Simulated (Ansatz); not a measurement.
# Al2O3: the cost of one run

Program: Ansatz 0.2.0. Level of theory: DFT r2SCAN, scalar-relativistic, plane waves, PAW. These are calculated values, not measurements.

1 further run of the same task is left out (set aside as unsound or not needed).

### 1 The starting structure

It takes space group Pnnm (No. 58, orthorhombic). Conventional cell: a = 4.629 Å, b = 9.609 Å, c = 2.995 Å, α = 90.00°, β = 90.00°, γ = 90.00°. Al (site symmetry m) has 4 O at 1.67 to 1.80 Å in its first shell of neighbours. O (site symmetry m) has 3 Al at 1.79 to 1.80 Å in its first shell of neighbours. O (site symmetry 2/m) has 2 Al at 1.67 Å in its first shell of neighbours.

Coordinates:

```
CELL_PARAMETERS angstrom
4.62895 0.00000 0.00000
0.00000 9.60880 0.00000
0.00000 0.00000 2.99543
ATOMIC_POSITIONS crystal
Al 0.41496 0.33080 0.50000
Al 0.58504 0.66920 0.50000
Al 0.91496 0.16920 0.00000
Al 0.08504 0.83080 0.00000
O 0.73265 0.22260 0.50000
O 0.00000 0.00000 0.00000
O 0.76735 0.72260 0.00000
O 0.23265 0.27740 0.00000
O 0.26735 0.77740 0.50000
O 0.50000 0.50000 0.50000
```

It goes back to an entry of the Materials Project, which need not be the stable form.

This cell was relaxed beforehand with the same method: volume 13.32 Å³/atom, gap on the mesh 4.12 eV.

### 2 Zero of energy

The reference gives a free energy of -5589.2932 eV, pressure 0.00 GPa, largest force 0.004 eV/Å and gap on the mesh 4.12 eV. It was computed beforehand with the settings of the runs below.

### 3 Harmonic modes of this cell

input.yaml

```yaml
crystal:
  lattice:
    - [4.6289548234, 0.0, 0.0]
    - [0.0, 9.6087998631, 0.0]
    - [0.0, 0.0, 2.9954281823]
  atoms:
    - { symbol: Al, position: [0.4149577251, 0.3307998761, 0.5] }
    - { symbol: Al, position: [0.5850422749, 0.6692001239, 0.5] }
    - { symbol: Al, position: [0.9149577251, 0.1692001239, 0.0] }
    - { symbol: Al, position: [0.0850422749, 0.8307998761, 0.0] }
    - { symbol: O, position: [0.7326465181, 0.2226010545, 0.5] }
    - { symbol: O, position: [0.0, 0.0, 0.0] }
    - { symbol: O, position: [0.7673534819, 0.7226010545, 0.0] }
    - { symbol: O, position: [0.2326465181, 0.2773989455, 0.0] }
    - { symbol: O, position: [0.2673534819, 0.7773989455, 0.5] }
    - { symbol: O, position: [0.5, 0.5, 0.5] }
basis:
  ecutwfc: 500
kpoints:
  mp_grid: { grid: [6, 4, 8] }
hamiltonian:
  xc: r2scan
scf:
  occupations: { method: gaussian, width: 0.05 }
output:
  eigenvalues: true
phonons:
  method: fd
  supercell: [1, 1, 1]
  amplitude: 0.02
  eigenvectors: true
  dielectric: false
```

Run with:

```console
ansatz run input.yaml --threads 2 --pin off --max-ram 5120MiB --backend cpu --events-out ev --progress --plain --runs-dir out
```

What time and memory should one allow on 2 threads of Arm Neoverse V2, shared host?

About 7.4 min, with a peak of 1.5 GiB.
